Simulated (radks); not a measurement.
**Ionisation of W⁺: one atom, several choices of exchange strength α**

The task here is to estimate one member of a computed series from the others.

Method: Dirac Kohn-Sham, spin-unpolarised, spherical densities, finite nucleus; open shells fill j = l - 1/2 first. Code: radks (a radial shooting solver on a logarithmic mesh, Libxc functionals) version 1.

## What is computed

```
element       : tungsten (Z = 74)
charge        : +1
electrons     : 73
configuration : [Xe] 4f14 5d4 6s1
ion           : W²⁺, [Xe] 4f14 5d4
choices       : α = 0.667; α = 0.669; α = 0.805; α = 0.866; α = 0.897
```

The first run:

The run's settings:

```text
Z 74
configuration [Xe] 4f14 5d4 6s1
relativity Dirac
functional xalpha 0.667
spin unpolarised
j_filling energy
nucleus finite rms 5.3658 fm
c 137.035999084
```

Among the steps run: α = 0.667: W⁺.

One table of the session follows, with a row left open; its other results are not shown here.

It belongs to the step «α = 0.667: W⁺». Radial moments (bohr):

| level | <r> | outermost maximum (interpolated) | 90 % within | nodes |
| --- | --- | --- | --- | --- |
| 5s1/2 | 1.069 | 0.963 | 1.54 | 4 |
| 5p1/2 | 1.179 | 1.03 | 1.72 | 3 |
| 5p3/2 | 1.285 | 1.12 | 1.88 | 3 |
| 4f5/2 | 0.6038 | 0.425 | 1.00 | 0 |
| 4f7/2 | 0.6136 | 0.430 | 1.02 | 0 |
| 6s1/2 | 2.998 | 2.59 | 4.39 | 5 |
| 5d3/2 | ? | ? | ? | ? |
| 5d5/2 | 2.042 | 1.53 | 3.25 | 2 |

**Question.** Estimate the row for 5d3/2.

As computed: <r>: 1.963; outermost maximum (interpolated): 1.48; 90 % within: 3.12; nodes: 2. In the column «<r>» it lies between 5p3/2 (1.285) and 5d5/2 (2.042).

Caveats from the session: Spin polarisation and multiplet splitting are left out, so open shells lie too high by an amount that depends on their filling.
